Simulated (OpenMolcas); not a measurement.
**Hf³⁺ among point charges: CASSCF and CASPT2 levels and susceptibility**

Aim: the splitting of the states of Hf³⁺ in the field of 6 point charges, its lowest levels with spin-orbit coupling and its magnetic susceptibility.

Program: OpenMolcas 26.06. Level of theory: state-averaged CASSCF and CASPT2, spin-orbit coupling by RASSI with atomic mean-field integrals. These are calculated values, not measurements, unless marked.

### Step 1. What is computed

```
Species                           : Hf³⁺ (hafnium, Z = 72, 69 electrons)
Basis                             : ANO-RCC-VDZP [7s6p4d2f1g], 68 functions
Scalar Hamiltonian                : DKH2, point nucleus
Inactive shells                   : 1s 2s 2p 3s 3p 3d 4s 4p 4d 4f 5s 5p
Active space                      : 1 electron in 5 orbitals (5d)
Some configurations of this space : 5d
Orbitals                          : optimised for each spin and parity, averaged over all roots
```

Outer shells as boxes (Hund's rule):

5d
```
5d [↑ ][  ][  ][  ][  ]
```

The ion sits among 6 point charges of -1.36 e arranged as an octahedron (Oh), 2.19 Å from the ion.

The work runs as a chain of OpenMolcas steps in one folder; each step below is one input file. Labels, J, g values, rates, χT and fits are worked out afterwards by a script from the matrices that RASSI stores. The input lists half of the charges; inversion (Group=XYZ) makes the rest.

### Step 2. Basis and integrals

The input, a.inp:

```
&GATEWAY
Coord
1

Hf 0.0 0.0 0.0
Basis=ANO-RCC-VDZP
Group=XYZ
NoMove
AngMom=0.0 0.0 0.0
AMFI
XField
3 Angstrom 0
2.190000 0.000000 0.000000 -1.360000
0.000000 2.190000 0.000000 -1.360000
0.000000 0.000000 2.190000 -1.360000
&SEWARD
```

Started as:

```console
> OMP_NUM_THREADS=1 MOLCAS_MEM=1689 MOLCAS_PROJECT=a pymolcas a.inp > a.log
```

### Step 3. Reference wave functions, doublets of even parity, 5 roots

The input, a.inp:

```
&RASSCF
FileOrb=start.orb
Symmetry=1
Spin=2
nActEl=1 0 0
Inactive=15 19
Ras2=5 0
CIRoot=5 5 1
SDav=5
CIMx=300
Iter=120 100
PrWF=0.3
OrbListing=Nothing
MaxOrb=0
>>> COPY $Project.JobIph JOB001
```

start.orb holds the contracted functions of the basis, ordered by shell, or the orbitals of the step before.

### Step 4. State interaction with spin-orbit coupling

The input, a.inp:

```
&RASSI
NrOfJobIphs=1 5
1 2 3 4 5
IphNames
JOB001
EJob
SpinOrbit
DIPRint=1.0
SOCoupling=1000.0
Subsets=2
Property=9
'ANGMOM' 1 'ANGMOM' 2 'ANGMOM' 3 'MLTPL  1' 1 'MLTPL  1' 2 'MLTPL  1' 3
'AMFI' 1 'AMFI' 2 'AMFI' 3
SOProperty=3
'ANGMOM' 1 'ANGMOM' 2 'ANGMOM' 3
```

### Step 5. CASPT2: IPEA 0.25, imaginary shift 0.1 (closed shells correlated: 4f 5s 5p)

The input, a.inp:

```
>>> COPY JOB001 $Project.JobIph
&CASPT2
Multistate=5 1 2 3 4 5
NoMult
Frozen=14 9
IPEA=0.25
Imaginary=0.1
MaxIter=60
WThr=0.0 0.3 0.05
PrWF=0.5
NoMix
```

(Steps that only read results are left out.)

What does the calculation give? Wanted: spin-free ground state; first state of the same spin within the active space; lowest level; next level.

The runs gave:

| quantity | value |
| --- | --- |
| method | SS-CASPT2, IPEA 0.25, imaginary shift 0.1 (closed shells correlated: 4f 5s 5p) |
| spin-free ground state | 2T2, 3-fold in its orbital part |
| first state of the same spin within the active space | 2E at 15600 cm⁻¹ |
| lowest level | 4-fold Γ8 |
| next level | 3065.6 cm⁻¹ |
| χT at 300 K | 0.09 cm³ K/mol |
| effective moment at 300 K | 0.83 μB |

Cost by method:

```
                                                 method  time of its own steps  time with the reference
                                              A. CASSCF                    2 s                      2 s
B. SS-CASPT2, IPEA 0.25, imaginary shift 0.1, +4f 5s 5p                 0.87 s                    2.8 s
```

Times are of one thread on a shared host.

What this shows: The spin-free ground state (2T2) comes to 100 % from free-ion D terms and keeps the highest spin of the shell. χT at 300 K is 0.09, against 0.38 cm³ K/mol for the spin alone, so orbital moment lowers it. A ligand-field fit to the states below 45000 cm-1 gives 10Dq = 15558 cm-1, the gap between the two states. CASPT2 does not keep the components of a term degenerate, and the means are used. The field of point charges can differ much from that of real complexes. Point charges carry no covalency, so the field is a model and not that of real ligands.
